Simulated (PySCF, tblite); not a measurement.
# C₅H₁₂O₂Si: geometry, infrared bands and NMR shifts

Wanted: the infrared bands and NMR shifts of C₅H₁₂O₂Si (`CO[Si@H]1CCCOC1`), by calculation.

Computed with tblite 0.8.0 and PySCF 2.14.0, with density-fitted response routines of our own, on a single molecule in the gas phase. Atoms count from 0, in the outputs and in this text.

**1. The starting structure**

20 atoms, charge 0, multiplicity 1; geometry from: force field or distance geometry start.

Bonds of the start (Å): C0–O1 1.43, O1–Si2 1.67, Si2–C3 1.90, C3–C4 1.54, C4–C5 1.55, C5–O6 1.43, O6–C7 1.44, C7–Si2 1.90, C0–H8 1.09, C0–H9 1.10, C0–H10 1.09, Si2–H11 1.48, C3–H12 1.08, C3–H13 1.10, C4–H14 1.10, C4–H15 1.10, C5–H16 1.10, C5–H17 1.09, C7–H18 1.09, C7–H19 1.10.

**2. Geometry optimisation with GFN2-xTB**

What the job is given:

```
{"job": {"kind": "relax", "xc": "GFN2-xTB", "basis": "xTB"}, "charge": 0, "multiplicity": 1}
C      3.187400     0.616700    -0.367300
O      1.983800     0.411700    -1.120000
Si     0.751200    -0.439500    -0.388900
C     -0.216000     0.609200     0.867800
C     -1.630700     0.051500     1.138300
C     -2.453800    -0.148600    -0.156400
O     -1.929900    -1.212000    -0.963000
C     -0.659700    -0.895500    -1.572100
H      3.879900     1.182500    -0.991900
H      2.978700     1.207000     0.541500
H      3.654600    -0.332400    -0.105400
H      1.283600    -1.646500     0.280700
H     -0.296500     1.626700     0.502100
H      0.350500     0.643200     1.812800
H     -2.164100     0.755500     1.794800
H     -1.554800    -0.906400     1.668300
H     -2.509100     0.776800    -0.741500
H     -3.472100    -0.435400     0.120300
H     -0.830200    -0.078200    -2.280400
H     -0.358100    -1.775500    -2.151000
```

Command:

```sh
$ OMP_NUM_THREADS=1 python probes_run.py task.json out
```

One launch serves the whole session: the jobs run in the order shown.

**Question.** This job is followed by: GFN2-xTB harmonic vibrations, gas phase; GIAO PBE0/pcSseg-1 NMR shielding, non-relativistic, gas phase. Predict these results of the whole session: strongest single infrared mode (GFN2-xTB); zero-point energy (GFN2-xTB); 13C shifts against TMS (PBE0/pcSseg-1); 1H shifts against TMS (PBE0/pcSseg-1, means over atoms taken as alike); 17O shifts against H2O (PBE0/pcSseg-1); 29Si shifts against TMS (PBE0/pcSseg-1).

As calculated:

```
                                                              quantity                                                           value
                             strongest single infrared mode (GFN2-xTB)                                           2200 cm⁻¹, 294 km/mol
                                          zero-point energy (GFN2-xTB)                                                  103.1 kcal/mol
                                13C shifts against TMS (PBE0/pcSseg-1)                                74.5, 64.3, 53.1, 29.0, 15.0 ppm
1H shifts against TMS (PBE0/pcSseg-1, means over atoms taken as alike)  4.93, 4.03, 3.99, 3.73, 3.41, 3.04, 1.71, 1.57, 1.28, 0.75 ppm
                                17O shifts against H2O (PBE0/pcSseg-1)                                                   26.0, 7.6 ppm
                               29Si shifts against TMS (PBE0/pcSseg-1)                                                       -20.8 ppm
```

In words: Over 68 steps the energy fell by 0.264 eV; of the close pairs, O1–Si2 changed most, 1.667 to 1.625 Å. All 54 modes are real, so the xTB geometry is a minimum. The strongest single mode, at 2200 cm⁻¹, moves mainly H11. Unscaled tight-binding wavenumbers are off by several per cent, some by more. Its intensities can rank the bands wrongly. At PBE0/pcSseg-1: The widest tensor belongs to O6: span 126 ppm, with a paramagnetic part of -85 ppm.
